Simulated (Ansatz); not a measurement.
# AuF: a ladder of functionals and wavefunction methods

One table from this session's results is given with a row withheld; the runs are named, their logs left out.

Method: functionals in def2-TZVPP, the program's frozen cores in correlated methods; program: Ansatz 0.2.0, Gaussian basis.

Levels to be run: LDA (SPW92), PBE-D4, revPBE-D4, BLYP-D4, r2SCAN-D4, B97M-V, PBE0-D4, B3LYP-D4, r2SCANh-D4, r2SCAN0-D4, HSE06-D4, BHLYP-D4, CAM-B3LYP-D4, LC-ωPBE, ωB97X-V, ωB97M-V, B2PLYP, PBE-QIDH; CCSD(T)/def2-SVP; CCSD(T)/def2-TZVPP; CCSD(T)/def2-QZVPP; extrapolation to the limit; RPA on PBE.

## The geometry

An earlier PBE0-D4 in a triple-zeta def2 set relaxation fixed the geometry. Au takes the def2 core potential; no spin-orbit term is included.

SMILES `[F][Au]`, 2 atoms, charge 0, spin multiplicity 1.

Atoms are counted from 1 here; the program's logs count them from 0.

Bond lengths: F1–Au2 1.939 Å.

As a file:

```
atom    x (Å)    y (Å)    z (Å)
  F1   0.8397  -0.3271   0.4153
 Au2  -0.8103   0.2670  -0.4113
```

Set-up of the first run:

Contents of in.yaml:

```yaml
crystal:
  periodic: [false, false, false]
  atoms:
    - {symbol: F, position_ang: [0.839732, -0.327097, 0.415301]}
    - {symbol: Au, position_ang: [-0.810332, 0.266997, -0.411301]}
basis:
  gaussian: {orbitals: def2-TZVPP}
hamiltonian: {xc: lda}
output: {orbitals: {seedname: orbitals}}
```

Among the steps run: LDA; PBE-D4 (GGA); revPBE-D4 (GGA); BLYP-D4 (GGA); r2SCAN-D4 (meta-GGA); B97M-V (meta-GGA); PBE0-D4 (hybrid); B3LYP-D4 (hybrid); r2SCANh-D4 (hybrid); r2SCAN0-D4 (hybrid); HSE06-D4 (hybrid); BHLYP-D4 (hybrid); CAM-B3LYP-D4 (range-separated); LC-ωPBE-D4 (range-separated; the results give it without D4); ωB97X-V (range-separated); ωB97M-V (range-separated); B2PLYP (double hybrid); PBE-QIDH (double hybrid).

One table of the session follows, with a row left open; its other results are not shown here.

It belongs to the step «Frontier levels by functional». 

| functional | HOMO (eV) | LUMO (eV) | gap (eV) |
| --- | --- | --- | --- |
| LDA (SPW92) | -7.38 | -5.41 | 1.97 |
| PBE-D4 | -7.11 | -5.04 | 2.08 |
| revPBE-D4 | -7.02 | -4.91 | 2.12 |
| BLYP-D4 | -7.06 | -5.06 | 2.00 |
| r2SCAN-D4 | -7.35 | -4.79 | 2.56 |
| B97M-V | -7.12 | -4.73 | 2.40 |
| PBE0-D4 | -8.33 | -3.96 | 4.37 |
| B3LYP-D4 | -8.18 | -4.38 | 3.81 |
| r2SCANh-D4 | -7.82 | -4.40 | 3.42 |
| r2SCAN0-D4 | -8.53 | -3.83 | 4.70 |
| HSE06-D4 | -7.93 | -4.34 | 3.59 |
| BHLYP-D4 | ? | ? | ? |
| CAM-B3LYP-D4 | -9.76 | -3.03 | 6.73 |
| LC-ωPBE | -10.95 | -1.57 | 9.37 |
| ωB97X-V | -10.65 | -1.76 | 8.89 |
| ωB97M-V | -10.63 | -1.94 | 8.68 |

Q: Estimate the row for BHLYP-D4 from the others.

Worked estimate for «HOMO (eV)». Against the share of exact exchange, BLYP-D4 (0, -7.06), B3LYP-D4 (0.2, -8.18) give a slope of -5.60 per unit share; at 0.5 the line stands at -9.86.

The run gave: HOMO (eV): -9.52; LUMO (eV): -3.07; gap (eV): 6.45. In «HOMO (eV)» the line misses by -0.34.
